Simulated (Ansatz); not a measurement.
# BiN: the cost of one run

Method: DFT PBE, scalar-relativistic, plane waves, PAW, in Ansatz 0.2.0.

## 1. The starting structure

The structure is tetragonal, space group P4/nmm (No. 129). The conventional cell has a = 4.052 Å, b = 4.052 Å, c = 5.312 Å, α = 90.00°, β = 90.00°, γ = 90.00°. Bi (site symmetry 4mm) has 4 N at 2.31 Å in its first shell of neighbours. N (site symmetry -4m2) has 4 Bi at 2.31 Å in its first shell of neighbours.

Structure file:

```cif
data_structure
_symmetry_space_group_name_H-M 'P4/nmm:1'
_symmetry_Int_Tables_number 129
_cell_length_a 4.0523
_cell_length_b 4.0523
_cell_length_c 5.3119
_cell_angle_alpha 90.000
_cell_angle_beta 90.000
_cell_angle_gamma 90.000
_cell_volume 87.23
loop_
_atom_site_label
_atom_site_type_symbol
_atom_site_symmetry_multiplicity
_atom_site_Wyckoff_symbol
_atom_site_fract_x
_atom_site_fract_y
_atom_site_fract_z
_atom_site_occupancy
Bi1 Bi 2 c 0.50000 0.00000 0.20865 1
N1 N 2 a 0.00000 0.00000 0.00000 1
```

This cell comes from an earlier session at PBE: 21.807 Å³/atom at 0.01 GPa, on a 8×8×6 mesh.

Volume factors to run: 0.980, 1.020, 0.960, 1.040, 1.070, 1.100, 0.945.

## 2. Volume × 0.980

Contents of input.yaml:

```yaml
crystal:
  lattice:
    - [4.0251076372, 0.0, 0.0]
    - [0.0, 4.0251076372, 0.0]
    - [0.0, 0.0, 5.2762380409]
  atoms:
    - { symbol: Bi, position: [0.5, 0.0, 0.2086526736] }
    - { symbol: Bi, position: [0.0, 0.5, 0.7913473264] }
    - { symbol: "N", position: [0.0, 0.0, 0.0] }
    - { symbol: "N", position: [0.5, 0.5, 0.0] }
basis:
  ecutwfc: 420
  ecutrho_ratio: 4
kpoints:
  mp_grid: { grid: [8, 8, 6] }
hamiltonian:
  xc: pbe
scf:
  occupations: { method: gaussian, width: 0.05 }
output:
  forces: true
  stress: true
  eigenvalues: true
relax:
  f_tol: 0.01
  max_steps: 40
  cell: { stress_tol: 0.1, fix: [volume] }
```

The run is started by

```console
ansatz run input.yaml --threads 2 --pin off --max-ram 2662MiB --backend cpu --events-out ev --progress --plain --runs-dir out
```

**Question.** How long does this run take on 2 threads of Arm Neoverse V2, shared host, and how much memory does it need?

About 16 s, with a peak of 0.41 GiB.
